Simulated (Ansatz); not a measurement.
**CH4Cl2Ge: one species, many methods**

The task here is to estimate one member of a computed series from the others.

Computed with Ansatz 0.2.0, Gaussian basis. Level: functionals in def2-TZVPP, the program's frozen cores in correlated methods.

Levels to be run: LDA (SPW92), PBE-D4, revPBE-D4, BLYP-D4, r2SCAN-D4, B97M-V, PBE0-D4, B3LYP-D4, r2SCANh-D4, r2SCAN0-D4, HSE06-D4, BHLYP-D4, CAM-B3LYP-D4, LC-ωPBE, ωB97X-V, ωB97M-V, B2PLYP, PBE-QIDH; CCSD(T)/def2-SVP; CCSD(T)/def2-TZVPP; MP2/def2-QZVPP; extrapolation to the limit; RPA on PBE.

## The relaxed structure

The geometry comes from an earlier relaxation with PBE0-D4 in a triple-zeta def2 set; it is a stationary point, not always the lowest conformer.

SMILES `[CH3][GeH]([Cl])[Cl]`, 8 atoms, charge 0, spin multiplicity 1.

Atoms are counted from 1 here; the program's logs count them from 0.

Bond lengths: C1–Ge2 1.931 Å, C1–H5 1.090 Å, C1–H6 1.090 Å, C1–H7 1.090 Å, Ge2–Cl3 2.149 Å, Ge2–Cl4 2.149 Å, Ge2–H8 1.532 Å. Angles: Ge2–C1–H5 109.6°, Ge2–C1–H6 109.6°, Ge2–C1–H7 109.1°, H5–C1–H6 109.7°, H5–C1–H7 109.4°, H6–C1–H7 109.4°, C1–Ge2–Cl3 108.8°, C1–Ge2–Cl4 108.8°, C1–Ge2–H8 117.0°, Cl3–Ge2–Cl4 107.4°, Cl3–Ge2–H8 107.2°, Cl4–Ge2–H8 107.2°.

The first run:

The input, in.yaml:

```yaml
crystal:
  periodic: [false, false, false]
  atoms:
    - {symbol: C, position_ang: [-0.188021, 1.060847, -0.135453]}
    - {symbol: Ge, position_ang: [0.041680, -0.824428, 0.211908]}
    - {symbol: Cl, position_ang: [2.077168, -1.177836, 0.802928]}
    - {symbol: Cl, position_ang: [-0.295536, -1.911201, -1.610916]}
    - {symbol: H, position_ang: [-1.208923, 1.249773, -0.469003]}
    - {symbol: H, position_ang: [0.011654, 1.627801, 0.774414]}
    - {symbol: H, position_ang: [0.510227, 1.366923, -0.913991]}
    - {symbol: H, position_ang: [-0.856252, -1.449078, 1.284313]}
basis:
  gaussian: {orbitals: def2-TZVPP}
hamiltonian: {xc: lda}
output: {orbitals: {seedname: orbitals}}
```

Started as:

```console
$ ansatz run in.yaml --threads 4 --pin off --events-out ev --progress --plain --max-ram 10444MiB
```

Among the steps run: LDA; PBE-D4 (GGA); revPBE-D4 (GGA); BLYP-D4 (GGA); r2SCAN-D4 (meta-GGA); B97M-V (meta-GGA); B3LYP-D4 (hybrid); r2SCANh-D4 (hybrid); r2SCAN0-D4 (hybrid); HSE06-D4 (hybrid); BHLYP-D4 (hybrid); CAM-B3LYP-D4 (range-separated); LC-ωPBE (range-separated); ωB97X-V (range-separated); ωB97M-V (range-separated); B2PLYP (double hybrid); PBE-QIDH (double hybrid).

One of the session's tables, all rows but one given; the rest of the session is left out.

It belongs to the step «Orbital energies across the functionals». 

```
  functional  HOMO (eV)  gap (eV)
 LDA (SPW92)      -7.49      5.91
      PBE-D4      -7.38      6.07
   revPBE-D4      -7.33      6.13
     BLYP-D4      -7.23      5.98
   r2SCAN-D4      -7.72      6.72
      B97M-V      -7.83      6.86
     PBE0-D4      -8.73      8.42
    B3LYP-D4      -8.48      7.86
  r2SCANh-D4      -8.22      7.56
  r2SCAN0-D4      -8.95      8.82
    HSE06-D4      -8.33      7.65
    BHLYP-D4      -9.95     10.68
CAM-B3LYP-D4     -10.08     10.81
     LC-ωPBE     -11.48     13.47
     ωB97X-V     -11.12     13.01
     ωB97M-V          ?         ?
```

**Question.** Estimate the row for ωB97M-V.

As computed: HOMO (eV): -10.94; gap (eV): 12.65. In the column «HOMO (eV)» it lies between ωB97X-V (-11.12) and CAM-B3LYP-D4 (-10.08).
